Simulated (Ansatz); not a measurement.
# CH4FNOSi: the cost of one run

The runs use Ansatz 0.2.0, Gaussian basis; the settings change from run to run.

### 1 The relaxed structure

An earlier PBE0-D4 in a triple-zeta def2 set relaxation fixed the geometry.

9 atoms, charge 0, spin multiplicity 1.

Atoms are counted from 1 here; the program's logs count them from 0.

Bond lengths: N1–C2 1.250 Å, N1–H6 1.014 Å, C2–F3 1.318 Å, C2–O4 1.328 Å, O4–Si5 1.675 Å, Si5–H7 1.483 Å, Si5–H8 1.475 Å, Si5–H9 1.483 Å. Angles: C2–N1–H6 113.3°, N1–C2–F3 119.3°, N1–C2–O4 132.2°, F3–C2–O4 108.4°, C2–O4–Si5 124.3°, O4–Si5–H7 109.2°, O4–Si5–H8 104.6°, O4–Si5–H9 109.3°, H7–Si5–H8 111.9°, H7–Si5–H9 109.8°, H8–Si5–H9 111.8°.

### 2 B97M-V/aug-pcseg-2

This run has a point charge of -1.00 e beside it.

in.yaml

```yaml
crystal:
  periodic: [false, false, false]
  atoms:
    - {symbol: N, position_ang: [1.645696, 0.938538, 0.192961]}
    - {symbol: C, position_ang: [1.378029, -0.267101, 0.000382]}
    - {symbol: F, position_ang: [2.362364, -1.137545, -0.107943]}
    - {symbol: O, position_ang: [0.226866, -0.916464, -0.129506]}
    - {symbol: Si, position_ang: [-1.279500, -0.187510, -0.070111]}
    - {symbol: H, position_ang: [0.821628, 1.525602, 0.262606]}
    - {symbol: H, position_ang: [-1.374699, 0.826091, -1.148140]}
    - {symbol: H, position_ang: [-2.236255, -1.292892, -0.267025]}
    - {symbol: H, position_ang: [-1.455528, 0.464982, 1.249674]}
basis:
  gaussian: {orbitals: aug-pcseg-2, point_charges: [{charge: -1.00, position_ang: [5.262, 0.712, -0.586]}]}
hamiltonian: {xc: {name: B97M-V}}
```

On the command line:

```bash
$ ansatz run in.yaml --threads 2 --pin off --events-out ev --progress --plain --max-ram 4352MiB
```

**Question.** How long does this run take on 2 threads of Intel Xeon Platinum 8488C, shared host, and how much memory does it need?

About 23 s, with a peak of 0.6 GiB.
